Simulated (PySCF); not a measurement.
**GeHCl: structure of the singlet**

The task is one start of a wider search on GeHCl: the singlet, from a bent start. It is relaxed, tested by its Hessian and followed downhill if it is a saddle.

Computed with PySCF 2.14.0. Level: PBE0, basis Ge def2-TZVP, H def2-TZVP, Cl def2-TZVP, no relativity, density fitting.

### 1 Where the work starts

3 atoms, charge 0, spin multiplicity 1.

Bond lengths: Ge1–H2 1.530 Å, Ge1–Cl3 2.200 Å. Angles: H2–Ge1–Cl3 110.0°.

```xyz
3
charge 0 multiplicity 1
Ge    0.0000    0.0000    0.0000
H    -1.2533    0.0000    0.8776
Cl    1.8021    0.0000    1.2619
```

### 2 Finding the electronic state

The steps below are one call of a driver around PySCF. For each, scf.py gives the equivalent set-up of the SCF; relaxations use the driver's own optimiser. After this first run the driver tries any further starts and a stability analysis.

File scf.py:

```python
from pyscf import gto, scf, dft
mol = gto.M(atom='''
Ge     0.000000     0.000000     0.000000
H     -1.253300     0.000000     0.877600
Cl     1.802100     0.000000     1.261900''',
    basis={'Ge': 'def2-TZVP', 'H': 'def2-TZVP', 'Cl': 'def2-TZVP'},
    charge=0, spin=0)
mf = dft.RKS(mol, xc='PBE0')
mf.grids.atom_grid = (50, 194)
aux = {'Ge': 'def2-universal-JKFIT', 'H': 'def2-universal-JKFIT', 'Cl': 'def2-universal-JKFIT'}
mf = mf.density_fit(auxbasis=aux)
mf.conv_tol = 1e-08
mf.diis_space = 10
mf.max_cycle = 60
mf.init_guess = 'minao'
mf.verbose = 4
mf.kernel()
```

Started as:

```sh
> OMP_NUM_THREADS=2 python axn.py task.json out
```

What it wrote:

```text
init E= -2536.75294020665
  HOMO = -0.225960033265334  LUMO = -0.11629315342007  gap/eV = 2.98419
cycle= 1 E= -2537.35103763567  delta_E= -0.598  |g|= 0.661  |ddm|= 1.56
  HOMO = -0.249457551396798  LUMO = -0.145225351301718  gap/eV = 2.83630
cycle= 2 E= -2537.27331805254  delta_E= 0.0777  |g|= 0.923  |ddm|= 1.03
  HOMO = -0.247581917191155  LUMO = -0.110672484369839  gap/eV = 3.72550
cycle= 3 E= -2537.40236699961  delta_E= -0.129  |g|= 0.0968  |ddm|= 0.673
  HOMO = -0.251942728438117  LUMO = -0.114394327295177  gap/eV = 3.74288
cycle= 4 E= -2537.40472005188  delta_E= -0.00235  |g|= 0.0246  |ddm|= 0.111
  HOMO = -0.252916124343191  LUMO = -0.113695482252783  gap/eV = 3.78839
cycle= 5 E= -2537.40487781007  delta_E= -0.000158  |g|= 0.00152  |ddm|= 0.0227
  HOMO = -0.252469269644859  LUMO = -0.11337086042062  gap/eV = 3.78506
cycle= 6 E= -2537.40487850964  delta_E= -7e-07  |g|= 0.000777  |ddm|= 0.00272
  HOMO = -0.252520018257947  LUMO = -0.113418187549868  gap/eV = 3.78515
cycle= 7 E= -2537.40487867928  delta_E= -1.7e-07  |g|= 0.000147  |ddm|= 0.000681
  HOMO = -0.252530262390835  LUMO = -0.113424878789218  gap/eV = 3.78525
cycle= 8 E= -2537.40487868849  delta_E= -9.21e-09  |g|= 4.7e-05  |ddm|= 0.000297
  HOMO = -0.252532975590796  LUMO = -0.113429412522624  gap/eV = 3.78520
Extra cycle  E= -2537.40487868887  delta_E= -3.85e-10  |g|= 3.97e-05  |ddm|= 9.85e-05
converged SCF energy = -2537.40487868887
```

This step, with its further starts and checks, ran for 7.4 s (2 threads of Arm Neoverse V2, shared host).

The starts that the driver tried:

```tsv
start	energy (Eh)
the minimal-basis guess	-2537.404879
a thermally smeared density	-2537.404879
a smeared PBE density	-2537.404879
```

The test of internal stability and the other starts found no lower closed-shell solution.

### 3 Relaxing the singlet from the bent start

The program finds Cs symmetry in the start, which this walk keeps.

Edit scf.py of step 2 so:

```diff
@@ -3,3 +3,3 @@
-Ge     0.000000     0.000000     0.000000
-H     -1.253300     0.000000     0.877600
-Cl     1.802100     0.000000     1.261900''',
+Ge    -0.561924     0.000000    -0.409577
+H     -1.815224     0.000000     0.468023
+Cl     1.240176     0.000000     0.852323''',
@@ -15 +14,0 @@
-mf.init_guess = 'minao'
```

The optimiser's trace:

```tsv
step	energy (Eh)	change (kJ/mol)	largest symmetric gradient (Eh/bohr)
0	-2537.404879	0.00	0.03267
1	-2537.413095	-21.57	0.00596
2	-2537.413384	-22.33	0.00239
3	-2537.413406	-22.39	0.00087
4	-2537.413410	-22.40	0.00038
5	-2537.413411	-22.40	0.00006
```

The walk took 6.6 s.

It settles in Cs symmetry, 22.4 kJ/mol below the start, after 5 steps: Ge–Cl 2.183 Å, Ge–H 1.601 Å; Cl–Ge–H 93.6°.

### 4 Vibrations and properties at this point

The point is checked on the finer grid, and tightened if its gradient asks for it. The Hessian and the dipole derivatives come from central differences of analytic gradients, with steps of 0.02 bohr.

Edit scf.py of step 3 so:

```diff
@@ -3,3 +3,3 @@
-Ge    -0.561924     0.000000    -0.409577
-H     -1.815224     0.000000     0.468023
-Cl     1.240176     0.000000     0.852323''',
+Ge    -0.510599     0.000000    -0.468980
+H     -1.644395     0.000000     0.660835
+Cl     1.127698     0.000000     0.973650''',
@@ -9 +9 @@
-mf.grids.atom_grid = (50, 194)
+mf.grids.atom_grid = (75, 302)
@@ -12 +12 @@
-mf.conv_tol = 1e-08
+mf.conv_tol = 1e-10
```

The driver hands on the density of the step before, so the log starts near convergence.

Log of the central SCF (cycles and frontier levels):

```text
init E= -2537.41332348121
  HOMO = -0.263277632927167  LUMO = -0.112231133073458  gap/eV = 4.11018
cycle= 1 E= -2537.41332348118  delta_E= 3.18e-11  |g|= 1.12e-05  |ddm|= 1.64e-05
  HOMO = -0.263277001232421  LUMO = -0.112230060939051  gap/eV = 4.11020
cycle= 2 E= -2537.41332348117  delta_E= 9.09e-12  |g|= 1.56e-05  |ddm|= 2.19e-05
  HOMO = -0.263277340422228  LUMO = -0.112230695806556  gap/eV = 4.11019
cycle= 3 E= -2537.4133234812  delta_E= -2.91e-11  |g|= 8.67e-07  |ddm|= 1.27e-05
  HOMO = -0.263277346912766  LUMO = -0.112230667669802  gap/eV = 4.11019
Extra cycle  E= -2537.41332348121  delta_E= -1.09e-11  |g|= 8.53e-07  |ddm|= 1.42e-06
converged SCF energy = -2537.41332348121
```

The whole step took 25 s.

Geometry: Cs; Ge–Cl 2.183 Å, Ge–H 1.601 Å; Cl–Ge–H 93.7°.

Modes, for the most abundant isotopes:

```csv
symmetry,ω (cm⁻¹),IR (km/mol),type
a',404,70.1,stretch
a',728,22.2,bend
a',1903,346,stretch
```

Every mode is real; the point is a minimum.

Properties at this point:

```yaml
Dipole_moment: 1.77 D
Highest_occupied_level: -7.16 eV
Lowest_empty_level: -3.05 eV
Rotational_constants: 6.656, 0.1482, 0.1449 cm⁻¹
Zero-point_energy: 18.2 kJ/mol
Principal_polarisabilities: 31.7, 42.2, 56.5 bohr³
Atomisation_energy_without_zero-point_energy: 682 kJ/mol
Principal_traceless_quadrupole_moments_about_the_centre_of_mass: -3.17, -1.04, 4.21 D Å
Entropy_at_298.15_K_and_1_bar: 264.4 J/(mol K)
Heat_capacity_Cp_at_298.15_K: 42.7 J/(mol K)
Enthalpy_at_298.15_K_above_0_K: 10.99 kJ/mol
Rotational_symmetry_number: 1
```

Populations by atom (charges in e):

| atom | Mulliken | Löwdin | polar tensor | Mayer order to Ge1 |
| --- | --- | --- | --- | --- |
| Ge1 | 0.32 | 0.06 | 0.79 | – |
| H2 | -0.01 | -0.10 | -0.24 | 0.94 |
| Cl3 | -0.31 | 0.03 | -0.55 | 1.11 |

Mulliken populations on Ge1: s 7.86, p 13.65, d 10.15, f 0.02.

### 5 Stability of the closed shell

At the lowest minimum the closed shell is tested against spin polarisation, on the (50, 194) grid. It is stable.

### 6 Outcome

```
                                 quantity                                       value
                                  minimum                                 singlet, Cs
                                 geometry  Ge–Cl 2.183 Å, Ge–H 1.601 Å; Cl–Ge–H 93.7°
                       wavenumbers (cm⁻¹)               404 (a'), 728 (a'), 1903 (a')
                            dipole moment                                      1.77 D
     highest occupied, lowest empty level                             -7.16, -3.05 eV
               polar-tensor charge of Ge1                                     +0.79 e
                        zero-point energy                                 18.2 kJ/mol
                      entropy at 298.15 K                             264.4 J/(mol K)
atomisation energy (no zero-point energy)                                  682 kJ/mol
```

In words: The bent start keeps its Cs symmetry and ends in a minimum. In the infrared the band at 1903 cm⁻¹ (a', stretch) leads. Only this shape and spin were tried, so other structures or states may lie lower.

The search up to here ran for 42 s (2 threads of Arm Neoverse V2, shared host).
